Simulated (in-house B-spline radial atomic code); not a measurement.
# Yb⁴¹⁺: starting-point dependence of G0W0 and RPA

G0W0 and RPA are one-shot methods. How much does the choice of start matter for Yb⁴¹⁺?

Program: an in-house B-spline radial atomic code, version 1. Level of theory: RPA, second order, AC-SOSEX and G0W0 (contour deformation) on a scalar-relativistic mean field, all electrons; no spin-orbit coupling, Breit or QED terms, no two-electron picture change. These are calculated values, not measurements, unless marked.

## Step 1: What is computed

| Quantity | Value |
| --- | --- |
| element | ytterbium (Z = 70) |
| charge | +41 |
| electrons | 29 |
| configuration | [Ar] 3d10 4s1 |
| next ion, run as well | [Ar] 3d10 |
| Hamiltonian | scalar-relativistic (spin-free one-electron X2C), finite nucleus |
| starts | Hartree-Fock, PBE, CAM-B3LYP, LDA (VWN5), PBEsol |

Outer shells as boxes (Hund's rule):

Yb41+
```
[Ar] core
3d [↑↓][↑↓][↑↓][↑↓][↑↓]
4s [↑ ]
```

## Step 2: Run with the Hartree-Fock start

Input settings:

```ini
Z = 70
electrons = 29.0
configuration = [Ar] 3d10 4s1
hamiltonian = x2c
method = hf
lmax = 9
rms_radius = 5.3108
spin_polarised = True
box_radius = 2.42
intervals = 61
```

On the command line:

```
python run_gw.py task.json out
```

task.json lists these runs, among others, and the program works through them in turn.

Further steps of the session: Run with the PBE start; Run with the CAM-B3LYP start; Run with the LDA (VWN5) start; Run with the PBEsol start.

What does the calculation give? Wanted: highest level, mean field; highest level, G0W0; RPA correlation energy; RPA+SOSEX.

**Answer**, as computed:

```
                                       quantity                                                              value
highest level, mean field (range over the runs)                                            -2036.20 to -2017.65 eV
      highest level, G0W0 (range over the runs)                                            -2039.72 to -2039.14 eV
                         RPA correlation energy                                           -2.437 to -2.362 hartree
                                      RPA+SOSEX                                         -1.6998 to -1.6502 hartree
    semi-empirical ionisation energy (4s shell)  2036.4 ± 1 eV (NIST Atomic Spectra Database, ionization energies)
            G0W0 removal energy less that value                                                  +2.74 to +3.32 eV
```

**Reading.** Across the starts the mean-field level varies by 18.5 eV and the G0W0 level by 0.59 eV (3.2 % as much). On the semilocal starts the correction is downwards, 21 to 22 eV, since their self-interaction lifts occupied levels. RPA gives the most correlation on LDA (VWN5) and the least on Hartree-Fock (3.0 % apart); over the runs it loosely follows the gap of the start, as smaller excitation energies give more correlation. All runs miss the semi-empirical ionisation energy, 2036.4 ± 1 eV, by about +3.20 eV (+0.16 %), far more than they differ among themselves. At this charge the missing Breit, QED and picture-change terms are part of the miss. Read as a removal energy, the bare PBE level is off by -18.1 eV (-0.89 %) and the nearest bare level, Hartree-Fock's, by -0.204 eV. As differences of total energies the mean miss over the starts is 5.3 eV for mean field, 2.3 eV for RPA, 1.1 eV for RPA+SOSEX.
